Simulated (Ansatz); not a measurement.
**CH₅ClOSi: small, medium and large basis sets**

One table from this session's results is given with a row withheld; the runs are named, their logs left out.

Computed with Ansatz 0.2.0, Gaussian basis. Level: one geometry, several basis sets.

The runs, in order: PBE0-D4/def2-SVP; ωB97M-V/def2-SVP; PBE0-D4/def2-QZVPP; ωB97M-V/def2-QZVPP; the functionals' def2-TZVPP values are taken from earlier runs.

## The geometry

An earlier PBE0-D4 in a triple-zeta def2 set relaxation fixed the geometry.

SMILES `OC[SiH2]Cl`, 9 atoms, charge 0, spin multiplicity 1.

Atoms are counted from 1 here; the program's logs count them from 0.

Bond lengths: O1–C2 1.416 Å, O1–H5 0.962 Å, C2–Si3 1.882 Å, C2–H6 1.095 Å, C2–H7 1.100 Å, Si3–Cl4 2.067 Å, Si3–H8 1.484 Å, Si3–H9 1.481 Å. Angles: C2–O1–H5 108.3°, O1–C2–Si3 112.1°, O1–C2–H6 106.9°, O1–C2–H7 112.0°, Si3–C2–H6 109.0°, Si3–C2–H7 110.1°, H6–C2–H7 106.5°, C2–Si3–Cl4 106.0°, C2–Si3–H8 112.1°, C2–Si3–H9 112.1°, Cl4–Si3–H8 108.2°, Cl4–Si3–H9 107.2°, H8–Si3–H9 110.8°.

The first run:

File in.yaml:

```yaml
crystal:
  periodic: [false, false, false]
  atoms:
    - {symbol: O, position_ang: [-0.200601, 1.578336, -0.712233]}
    - {symbol: C, position_ang: [0.674534, 0.526527, -0.347247]}
    - {symbol: Si, position_ang: [-0.189027, -0.786834, 0.687699]}
    - {symbol: Cl, position_ang: [-1.850504, -1.367100, -0.396948]}
    - {symbol: H, position_ang: [-0.967029, 1.194716, -1.150033]}
    - {symbol: H, position_ang: [1.479333, 0.973990, 0.245002]}
    - {symbol: H, position_ang: [1.150681, 0.064769, -1.224379]}
    - {symbol: H, position_ang: [0.665576, -1.981147, 0.901222]}
    - {symbol: H, position_ang: [-0.674463, -0.249457, 1.979715]}
basis:
  gaussian: {orbitals: def2-SVP}
hamiltonian: {xc: pbe0, dispersion: d4}
output: {orbitals: {seedname: orbitals}}
```

The run is started by

```
$ ansatz run in.yaml --threads 2 --pin off --events-out ev --progress --plain --max-ram 4352MiB
```

Steps of the session up to this table: PBE0-D4 in def2-SVP; ωB97M-V in def2-SVP; PBE0-D4 in def2-QZVPP; ωB97M-V in def2-QZVPP.

One of the session's tables, all rows but one given; the rest of the session is left out.

| functional | basis | HOMO (eV) | LUMO (eV) |
| --- | --- | --- | --- |
| PBE0-D4 | def2-SVP | -7.58 | 0.38 |
| PBE0-D4 | def2-TZVPP | ? | ? |
| PBE0-D4 | def2-QZVPP | -7.82 | -0.22 |
| ωB97M-V | def2-SVP | -9.90 | 2.37 |
| ωB97M-V | def2-TZVPP | -10.12 | 1.74 |
| ωB97M-V | def2-QZVPP | -10.16 | 1.31 |

Q: Estimate the row for PBE0-D4, def2-TZVPP from the others.

**Answer.** HOMO (eV): -7.78; LUMO (eV): -0.02. In the column «HOMO (eV)» it lies between PBE0-D4, def2-QZVPP (-7.82) and PBE0-D4, def2-SVP (-7.58).
